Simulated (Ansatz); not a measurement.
The system is CsLiCr2Te2S3.

```
CELL_PARAMETERS angstrom
3.60358 0.00000 0.00000
-1.80179 3.12079 0.00000
0.00000 0.00000 19.06651
ATOMIC_POSITIONS crystal
Cs 0.00000 0.00000 0.37399
Li 0.66667 0.33333 0.01607
Cr 0.00000 0.00000 0.86637
Cr 0.33333 0.66667 0.16833
Te 0.33333 0.66667 0.53891
Te 0.66667 0.33333 0.77276
S 0.00000 0.00000 0.10030
S 0.33333 0.66667 0.92920
S 0.66667 0.33333 0.23408
```

The cell was built by a generator and needn't be a form met in nature.

| Item | Value |
| --- | --- |
| Program | Ansatz 0.2.0 |
| Task | relaxation of cell and atoms |
| Functional | r2SCAN |
| Potentials or basis | Ansatz PAW |
| Cutoff | 500 eV (not typed: the program's choice for these potentials) |
| k mesh | 6 × 6 × 1 |
| Occupations | fermi-dirac, width 0.05 eV |
| Spin | collinear spin, ferromagnetic start |
| Starting moments | [0.0, 0.0, 3.0, 3.0, 0.0, 0.0, 0.0, 0.0, 0.0] μB |

At the start: volume 23.82 Å³/atom.

**Question.** How do energy, volume and symmetry change on relaxing?

**Answer.** It ends after 6 steps and the volume is 23.29 Å³/atom (-2.2 %); space group P3m1 (No. 156, to 0.05 Å); moment 5.96 μB per cell.

Step by step:
| step | energy change (eV) | largest force (eV/Å) | volume (Å³) |
| --- | --- | --- | --- |
| 1 | 0.0000 | 0.2815 | 214.42 |
| 2 | -0.0125 | 0.1338 | 210.61 |
| 3 | -0.0183 | 0.0450 | 210.61 |
| 4 | -0.0195 | 0.0198 | 209.62 |
| 5 | -0.0195 | 0.0044 | 209.65 |
| 6 | -0.0187 | 0.0044 | 209.65 |

Final structure:
```xyz
9
Lattice="3.5985 0.0000 0.0000 -1.7992 3.1164 0.0000 0.0000 0.0000 18.6949" Properties=species:S:1:pos:R:3 pbc="T T T"
Cs    0.0000    0.0000    7.0989
Li    1.7992    1.0388    0.2497
Cr    0.0000    0.0000   16.0616
Cr    0.0000    2.0776    3.1832
Te    0.0000    2.0776   10.2653
Te    1.7992    1.0388   14.2752
S     0.0000    0.0000    1.8830
S     0.0000    2.0776   17.3072
S     1.7992    1.0388    4.4558
```

Caveat: the magnetic or orbital state may not be the lowest; the plane-wave basis is chosen anew once the cell has moved, so the energies of steps on either side of that aren't comparable; only a ferromagnetic start was run, and an antiferromagnetic order may lie lower in energy; the PAW data sets come from PBE, with cores solved anew for the run's functional, which leaves a small shift of forces and pressure.
